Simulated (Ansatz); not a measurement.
# FH₆NSi₃: small, medium and large basis sets

How large a basis does FH₆NSi₃ need? Two functionals are run in growing sets.

Computed with Ansatz 0.2.0, Gaussian basis. Level: one geometry, several basis sets.

The runs, in order: PBE0-D4/def2-SVP; ωB97M-V/def2-SVP; PBE0-D4/def2-QZVPP; ωB97M-V/def2-QZVPP; the functionals' def2-TZVPP values are taken from earlier runs.

## (1) The geometry

The geometry comes from an earlier relaxation with PBE0-D4 in a triple-zeta def2 set; it is a stationary point, not always the lowest conformer.

SMILES `F[Si]N([SiH3])[SiH3]`, 11 atoms, charge 0, spin multiplicity 1.

Atoms are counted from 1 here; the program's logs count them from 0.

Bond lengths: F1–Si2 1.626 Å, Si2–N3 1.724 Å, N3–Si4 1.749 Å, N3–Si5 1.760 Å, Si4–H6 1.485 Å, Si4–H7 1.486 Å, Si4–H8 1.485 Å, Si5–H9 1.482 Å, Si5–H10 1.488 Å, Si5–H11 1.482 Å. Angles: F1–Si2–N3 98.9°, Si2–N3–Si4 119.2°, Si2–N3–Si5 122.4°, Si4–N3–Si5 118.4°, N3–Si4–H6 110.5°, N3–Si4–H7 107.4°, N3–Si4–H8 110.5°, H6–Si4–H7 109.8°, H6–Si4–H8 108.8°, H7–Si4–H8 109.8°, N3–Si5–H9 111.0°, N3–Si5–H10 106.5°, N3–Si5–H11 111.0°, H9–Si5–H10 109.1°, H9–Si5–H11 110.1°, H10–Si5–H11 109.1°.

## (2) PBE0-D4 in def2-SVP

in.yaml reads:

```yaml
crystal:
  periodic: [false, false, false]
  atoms:
    - {symbol: F, position_ang: [0.595854, -2.793391, -0.130633]}
    - {symbol: Si, position_ang: [-0.678800, -1.960233, -0.699766]}
    - {symbol: N, position_ang: [-0.217418, -0.380664, -0.184651]}
    - {symbol: Si, position_ang: [-1.267133, 0.972574, -0.539084]}
    - {symbol: Si, position_ang: [1.277905, -0.073974, 0.691538]}
    - {symbol: H, position_ang: [-0.561026, 1.973201, -1.378516]}
    - {symbol: H, position_ang: [-2.445053, 0.441331, -1.272508]}
    - {symbol: H, position_ang: [-1.711321, 1.628201, 0.716868]}
    - {symbol: H, position_ang: [1.290618, -0.792632, 1.987424]}
    - {symbol: H, position_ang: [1.325128, 1.390931, 0.947910]}
    - {symbol: H, position_ang: [2.456748, -0.462343, -0.117881]}
basis:
  gaussian: {orbitals: def2-SVP}
hamiltonian: {xc: pbe0, dispersion: d4}
output: {orbitals: {seedname: orbitals}}
```

Command:

```console
> ansatz run in.yaml --threads 4 --pin off --events-out ev --progress --plain --max-ram 10444MiB
```

Further steps of the session: ωB97M-V in def2-SVP; PBE0-D4 in def2-QZVPP; ωB97M-V in def2-QZVPP.

Q: Predict the results of all the runs planned. Wanted: PBE0-D4: double and triple zeta above quadruple; ωB97M-V: double and triple zeta above quadruple.

**Answer**, as computed:

```
                                       quantity           value
PBE0-D4: double and triple zeta above quadruple  14.85, 1.07 eV
ωB97M-V: double and triple zeta above quadruple  14.94, 0.99 eV
```

What this shows: For PBE0-D4 the step from double to triple zeta gains 13.78 eV and the next only 1.07 eV. These are total energies; as a rule much of such shifts cancels in differences, which this series doesn't test.
